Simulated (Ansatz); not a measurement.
Geometry optimisation, DFT PBE, scalar-relativistic, plane waves, PAW in Ansatz.

The input (input.yaml):

```yaml
crystal:
  lattice:
    - [0.0, 5.43, 5.43]
    - [5.43, 0.0, 5.43]
    - [5.43, 5.43, 0.0]
  atoms:
    - { symbol: Si, position: [0.0, 0.0, 0.0] }
    - { symbol: Si, position: [0.125, 0.125, 0.125] }
    - { symbol: Si, position: [0.0, 0.0, 0.5] }
    - { symbol: Si, position: [0.125, 0.125, 0.625] }
    - { symbol: Si, position: [0.0, 0.5, 0.0] }
    - { symbol: Si, position: [0.125, 0.625, 0.125] }
    - { symbol: Si, position: [0.0, 0.5, 0.5] }
    - { symbol: Si, position: [0.125, 0.625, 0.625] }
    - { symbol: Si, position: [0.5, 0.0, 0.0] }
    - { symbol: Si, position: [0.625, 0.125, 0.125] }
    - { symbol: Si, position: [0.5, 0.0, 0.5] }
    - { symbol: Si, position: [0.625, 0.125, 0.625] }
    - { symbol: Si, position: [0.5, 0.5, 0.0] }
    - { symbol: Si, position: [0.625, 0.625, 0.125] }
    - { symbol: Si, position: [0.5, 0.5, 0.5] }
    - { symbol: Si, position: [0.625, 0.625, 0.625] }
    - { symbol: Ti, position: [0.2527949, 0.2449489, 0.2530873] }
basis:
  ecutwfc: 420.0
kpoints:
  mp_grid: { grid: [2, 2, 2] }
hamiltonian:
  xc: pbe
  pseudopotentials: { kind: paw, azcp: { folder: soft_1 } }
scf:
  occupations: { method: fermi_dirac, width: 0.05 }
  lower_state_search: "off"
relax:
  f_tol: 0.08
  max_steps: 25
  adjacent_minimum: "off"
```

Launched with:

```bash
$ ansatz run input.yaml --threads 1 --pin off --max-ram 3072MiB --backend cpu --events-out ev --progress --plain --runs-dir out
```

Problem. Where does it end, and by what steps?

Solution. It converged. Limits of this set-up: coarse k mesh. After 2 steps the energy has fallen by 0.365 eV; Si2 moved furthest, 0.08 Å.

| step | energy less start (eV) | largest force component (eV/Å) | accepted |
| --- | --- | --- | --- |
| 0 | 0.0000 | 1.094 | yes |
| 1 | -0.3438 | 0.293 | yes |
| 2 | -0.3654 | 0.024 | yes |

```xyz
17
Lattice="0.0000 5.4300 5.4300 5.4300 0.0000 5.4300 5.4300 5.4300 0.0000" Properties=species:S:1:pos:R:3
Si 0.000 0.000 0.000
Si 1.313 1.315 1.313
Si 2.713 2.717 -0.039
Si 4.115 4.116 1.314
Si 2.715 -0.035 2.715
Si 4.116 1.315 4.116
Si 5.468 2.716 2.716
Si 6.771 4.091 4.087
Si -0.039 2.717 2.713
Si 1.314 4.116 4.115
Si 2.714 5.471 2.714
Si 4.087 6.775 4.087
Si 2.716 2.716 5.467
Si 4.088 4.092 6.771
Si 5.429 5.433 5.429
Si 6.771 6.775 6.771
Ti 2.714 2.717 2.714
```

Whether the end is a true minimum wasn't checked by a vibrational analysis.

Time of the run: 19 s on 1 thread of Arm Neoverse V2, with other jobs on the host, peak memory 0.54 GiB.
